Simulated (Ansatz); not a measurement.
# CH₄BInO: ionisation energy by level of theory

How much energy removes an electron from CH₄BInO at fixed geometry? The cation is run at each level and the neutral's energy taken from earlier runs.

Method: unrestricted cation, the program's frozen cores in correlated methods; program: Ansatz 0.2.0, Gaussian basis.

The runs, in order: UKS PBE-D4/def2-TZVPP; UKS r2SCAN-D4/def2-TZVPP; UKS PBE0-D4/def2-TZVPP; UKS B3LYP-D4/def2-TZVPP; UKS wB97X-V/def2-TZVPP; UKS wB97M-V/def2-TZVPP; UKS B2PLYP/def2-TZVPP; UHF-CCSD(T)/def2-TZVPP; UHF-MP2/def2-QZVPP; extrapolation to the limit; then −ε(HOMO) from the neutral's earlier runs with LDA (SPW92), PBE-D4, revPBE-D4, BLYP-D4, r2SCAN-D4, B97M-V, PBE0-D4, B3LYP-D4, r2SCANh-D4, r2SCAN0-D4, HSE06-D4, BHLYP-D4, CAM-B3LYP-D4, LC-ωPBE, ωB97X-V, ωB97M-V.

1 further run of the same task is left out (for a known fault of the program).

## (1) Structure used throughout

An earlier PBE0-D4 in a triple-zeta def2 set relaxation fixed the geometry. In takes the def2 core potential; no spin-orbit term is included.

SMILES `[InH2][CH]1BO1`, 8 atoms, charge 0, spin multiplicity 1.

Atoms are counted from 1 here; the program's logs count them from 0.

Bond lengths: In1–C2 2.144 Å, In1–H5 1.721 Å, In1–H6 1.724 Å, C2–B3 1.514 Å, C2–O4 1.539 Å, C2–H7 1.091 Å, B3–O4 1.324 Å, B3–H8 1.185 Å. Angles: C2–In1–H5 118.4°, C2–In1–H6 118.3°, H5–In1–H6 123.2°, In1–C2–B3 125.2°, In1–C2–O4 116.8°, In1–C2–H7 117.5°, B3–C2–O4 51.4°, B3–C2–H7 115.9°, O4–C2–H7 110.1°, C2–B3–O4 65.3°, C2–B3–H8 157.3°, O4–B3–H8 137.4°, C2–O4–B3 63.3°.

## (2) Cation, UKS PBE-D4/def2-TZVPP

File in.yaml:

```yaml
crystal:
  periodic: [false, false, false]
  atoms:
    - {symbol: In, position_ang: [-1.261975, -0.438854, 0.927115]}
    - {symbol: C, position_ang: [0.293212, 0.623736, -0.097815]}
    - {symbol: B, position_ang: [1.399954, -0.016305, -0.908367]}
    - {symbol: O, position_ang: [0.377981, 0.429853, -1.622537]}
    - {symbol: H, position_ang: [-2.022525, -1.755648, 0.120852]}
    - {symbol: H, position_ang: [-1.656913, 0.039280, 2.535672]}
    - {symbol: H, position_ang: [0.435785, 1.675212, 0.154945]}
    - {symbol: H, position_ang: [2.434502, -0.557285, -1.109855]}
basis:
  gaussian: {orbitals: def2-TZVPP}
total_charge: 1
magnetization: {spin_polarized: true, initial_magnetization: 1}
hamiltonian: {xc: pbe, dispersion: d4}
```

Launch:

```sh
$ ansatz run in.yaml --threads 2 --pin off --events-out ev --progress --plain --max-ram 32768MiB --backend cpu
```

Further steps of the session: Cation, UKS r2SCAN-D4/def2-TZVPP; Cation, UKS PBE0-D4/def2-TZVPP; Cation, UKS B3LYP-D4/def2-TZVPP; Cation, UKS wB97X-V/def2-TZVPP; Cation, UKS wB97M-V/def2-TZVPP; Cation, UKS B2PLYP (frozen core)/def2-TZVPP; Cation, UHF-CCSD(T)/def2-TZVPP; Cation, UHF-MP2/def2-QZVPP.

Q: Predict the results of all the runs planned. Wanted: ionisation energy, CCSD(T)/CBS; nearest functional by difference; nearest −ε(HOMO); −ε(HOMO) of PBE; T1 of the cation.

The runs gave:

```
                        quantity               value
  ionisation energy, CCSD(T)/CBS             9.61 eV
nearest functional by difference  ωB97X-V (-0.09 eV)
                nearest −ε(HOMO)  ωB97M-V (-0.04 eV)
                 −ε(HOMO) of PBE             6.17 eV
                T1 of the cation               0.030
```

In words: By cation minus neutral, the functionals miss by 0.41 eV at most. The PBE orbital energy is 3.4 eV too small: a semilocal HOMO is no ionisation energy. Among orbital estimates ωB97M-V comes nearest. Hartree-Fock falls 0.88 eV short, as the neutral has more correlation energy than the cation. The cation may have settled in a state other than its lowest; no search over hole states beyond the program's own was made. Correlated methods include outer-core shells of In, which these sets cover unevenly. With outer-core shells in play the reference is unsure by up to some tenths of an eV, so close misses can't be ranked.
